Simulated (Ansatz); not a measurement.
# C₂H₉BOSi: basis-set convergence

The task here is to estimate one member of a computed series from the others.

Method: one geometry, several basis sets; program: Ansatz 0.2.0, Gaussian basis.

Levels to be run: PBE0-D4/def2-SVP; ωB97M-V/def2-SVP; PBE0-D4/def2-QZVPP; ωB97M-V/def2-QZVPP; the functionals' def2-TZVPP values are taken from earlier runs.

## The geometry

All runs share one geometry, relaxed beforehand with PBE0-D4 in a triple-zeta def2 set.

14 atoms, charge 0, spin multiplicity 1.

Atoms are counted from 1 here; the program's logs count them from 0.

Bond lengths: C1–C2 1.525 Å, C1–H6 1.092 Å, C1–H7 1.093 Å, C1–H8 1.093 Å, C2–B3 1.563 Å, C2–H9 1.102 Å, C2–H10 1.096 Å, B3–O4 1.357 Å, B3–H11 1.209 Å, O4–Si5 1.652 Å, Si5–H12 1.486 Å, Si5–H13 1.483 Å, Si5–H14 1.483 Å. Angles: C2–C1–H6 112.0°, C2–C1–H7 111.2°, C2–C1–H8 111.3°, H6–C1–H7 107.7°, H6–C1–H8 107.4°, H7–C1–H8 107.1°, C1–C2–B3 115.4°, C1–C2–H9 109.3°, C1–C2–H10 111.5°, B3–C2–H9 105.0°, B3–C2–H10 110.2°, H9–C2–H10 104.7°, C2–B3–O4 120.1°, C2–B3–H11 121.6°, O4–B3–H11 118.3°, B3–O4–Si5 132.1°, O4–Si5–H12 110.5°, O4–Si5–H13 108.3° and more.

The first run:

File in.yaml:

```yaml
crystal:
  periodic: [false, false, false]
  atoms:
    - {symbol: C, position_ang: [-1.610588, 1.298270, 1.356102]}
    - {symbol: C, position_ang: [-0.218315, 1.122326, 0.759667]}
    - {symbol: B, position_ang: [0.048980, -0.257451, 0.075408]}
    - {symbol: O, position_ang: [0.989723, -0.363734, -0.896148]}
    - {symbol: Si, position_ang: [1.544595, -1.654598, -1.765754]}
    - {symbol: H, position_ang: [-1.707596, 2.243076, 1.895939]}
    - {symbol: H, position_ang: [-1.846262, 0.491371, 2.054705]}
    - {symbol: H, position_ang: [-2.379910, 1.285961, 0.579510]}
    - {symbol: H, position_ang: [0.533321, 1.193102, 1.562815]}
    - {symbol: H, position_ang: [0.029938, 1.939188, 0.073167]}
    - {symbol: H, position_ang: [-0.542952, -1.256697, 0.413022]}
    - {symbol: H, position_ang: [0.821989, -2.892820, -1.375420]}
    - {symbol: H, position_ang: [2.995486, -1.806426, -1.499028]}
    - {symbol: H, position_ang: [1.328588, -1.370869, -3.205087]}
basis:
  gaussian: {orbitals: def2-SVP}
hamiltonian: {xc: pbe0, dispersion: d4}
output: {orbitals: {seedname: orbitals}}
```

Among the steps run: PBE0-D4 in def2-SVP; ωB97M-V in def2-SVP; PBE0-D4 in def2-QZVPP; ωB97M-V in def2-QZVPP.

One of the session's tables, all rows but one given; the rest of the session is left out.

| functional | basis | HOMO (eV) | LUMO (eV) |
| --- | --- | --- | --- |
| PBE0-D4 | def2-SVP | ? | ? |
| PBE0-D4 | def2-TZVPP | -8.07 | -0.17 |
| PBE0-D4 | def2-QZVPP | -8.08 | -0.25 |
| ωB97M-V | def2-SVP | -10.32 | 2.09 |
| ωB97M-V | def2-TZVPP | -10.41 | 1.68 |
| ωB97M-V | def2-QZVPP | -10.42 | 1.41 |

**Question.** Estimate the row for PBE0-D4, def2-SVP.

As computed: HOMO (eV): -8.01; LUMO (eV): 0.03. In the column «HOMO (eV)» it is the highest.
